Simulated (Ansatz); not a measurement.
**AlBH₄SSi: a ladder of functionals and wavefunction methods**

An exercise on one series of results from a longer session: the logs are not shown, and one member is left open.

Computed with Ansatz 0.2.0, Gaussian basis. Level: functionals in def2-TZVPP, the program's frozen cores in correlated methods.

The runs, in order: LDA (SPW92), PBE-D4, revPBE-D4, BLYP-D4, r2SCAN-D4, B97M-V, PBE0-D4, B3LYP-D4, r2SCANh-D4, r2SCAN0-D4, HSE06-D4, BHLYP-D4, CAM-B3LYP-D4, LC-ωPBE, ωB97X-V, ωB97M-V, B2PLYP, PBE-QIDH; CCSD(T)/def2-SVP; CCSD(T)/def2-TZVPP; MP2/def2-QZVPP; extrapolation to the limit; RPA on PBE.

### The geometry

The geometry comes from an earlier relaxation with PBE0-D4 in a triple-zeta def2 set; it is a stationary point, not always the lowest conformer.

SMILES `[SiH3][B]1[AlH][S]1`, 8 atoms, charge 0, spin multiplicity 1.

Atoms are counted from 1 here; the program's logs count them from 0.

Bond lengths: Si1–B2 1.991 Å, Si1–H5 1.491 Å, Si1–H6 1.491 Å, Si1–H7 1.490 Å, B2–Al3 2.012 Å, B2–S4 1.794 Å, Al3–S4 2.214 Å, Al3–H8 1.573 Å. Angles: B2–Si1–H5 109.3°, B2–Si1–H6 109.3°, B2–Si1–H7 113.8°, H5–Si1–H6 107.5°, H5–Si1–H7 108.3°, H6–Si1–H7 108.3°, Si1–B2–Al3 157.0°, Si1–B2–S4 132.1°, Al3–B2–S4 70.9°, B2–Al3–S4 50.0°, B2–Al3–H8 180.0°, S4–Al3–H8 130.0°, B2–S4–Al3 59.2°.

Set-up of the first run:

The input, in.yaml:

```yaml
crystal:
  periodic: [false, false, false]
  atoms:
    - {symbol: Si, position_ang: [-0.389053, 1.405749, -0.631284]}
    - {symbol: B, position_ang: [0.253267, -0.314206, 0.139538]}
    - {symbol: Al, position_ang: [0.107564, -2.166448, 0.911281]}
    - {symbol: S, position_ang: [1.898033, -0.926787, 0.511859]}
    - {symbol: H, position_ang: [-1.161207, 1.130977, -1.876265]}
    - {symbol: H, position_ang: [-1.313906, 2.064525, 0.334307]}
    - {symbol: H, position_ang: [0.703780, 2.363751, -0.960284]}
    - {symbol: H, position_ang: [-0.006176, -3.614660, 1.515151]}
basis:
  gaussian: {orbitals: def2-TZVPP}
hamiltonian: {xc: lda}
output: {orbitals: {seedname: orbitals}}
```

Launch:

```
$ ansatz run in.yaml --threads 2 --pin off --events-out ev --progress --plain --max-ram 4352MiB
```

Among the steps run: LDA; PBE-D4 (GGA); revPBE-D4 (GGA); BLYP-D4 (GGA); r2SCAN-D4 (meta-GGA); B97M-V (meta-GGA); B3LYP-D4 (hybrid); r2SCANh-D4 (hybrid); r2SCAN0-D4 (hybrid); HSE06-D4 (hybrid); BHLYP-D4 (hybrid); CAM-B3LYP-D4 (range-separated); LC-ωPBE (range-separated); ωB97X-V (range-separated); ωB97M-V (range-separated); B2PLYP (double hybrid); PBE-QIDH (double hybrid).

One table of the session follows, with a row left open; its other results are not shown here.

It belongs to the step «Orbital energies across the functionals». 

| functional | HOMO (eV) | LUMO (eV) | gap (eV) |
| --- | --- | --- | --- |
| LDA (SPW92) | -5.45 | -3.32 | 2.13 |
| PBE-D4 | -5.34 | -3.14 | 2.20 |
| revPBE-D4 | -5.29 | -3.06 | 2.23 |
| BLYP-D4 | -5.18 | -2.93 | 2.25 |
| r2SCAN-D4 | -5.50 | -2.99 | 2.51 |
| B97M-V | -5.56 | -3.01 | 2.55 |
| PBE0-D4 | -6.30 | -2.30 | 4.01 |
| B3LYP-D4 | -6.12 | -2.43 | 3.69 |
| r2SCANh-D4 | -5.86 | -2.68 | 3.18 |
| r2SCAN0-D4 | -6.41 | -2.22 | 4.18 |
| HSE06-D4 | ? | ? | ? |
| BHLYP-D4 | -7.16 | -1.33 | 5.83 |
| CAM-B3LYP-D4 | -7.49 | -1.18 | 6.32 |
| LC-ωPBE | -8.74 | -0.18 | 8.56 |
| ωB97X-V | -8.43 | -0.24 | 8.20 |
| ωB97M-V | -8.25 | -0.39 | 7.86 |

Estimate the missing values for HSE06-D4.

**Answer.** HOMO (eV): -5.92; LUMO (eV): -2.68; gap (eV): 3.24. In the column «HOMO (eV)» it lies between B3LYP-D4 (-6.12) and r2SCANh-D4 (-5.86).
